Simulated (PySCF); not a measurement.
The system is NGeFH2, in a box.

```
CELL_PARAMETERS angstrom
12.00000 0.00000 0.00000
0.00000 12.00000 0.00000
0.00000 0.00000 12.00000
ATOMIC_POSITIONS crystal
N 0.44802 0.54119 0.48334
Ge 0.52400 0.48679 0.60183
F 0.62102 0.41190 0.52002
H 0.38115 0.59160 0.48951
H 0.46912 0.52350 0.40384
```

Program: PySCF 2.14.0. Alike in all runs: task atomic charges; potentials or basis 6-31g* (all-electron); no spin polarisation; cell as given; k mesh 1 × 1 × 1; smearing fixed.

Task: Order these runs on this cell by their band gap on the k mesh, lowest first.
A. level M06-2X
B. level r2SCANh+D4; three-body dispersion term yes
C. level wB97X

Result: B (5.43 eV), A (8.27 eV), C (10.71 eV).

Caveats: this is a molecule in a periodic box at the Γ point, so its band gap is the HOMO-LUMO gap; relativity is left out, which matters for the heavier elements; the basis of atomic orbitals isn't converged, which shifts pressures, moduli and gaps.

A k mesh can miss the band edges.

Not every run made on this cell is shown here.
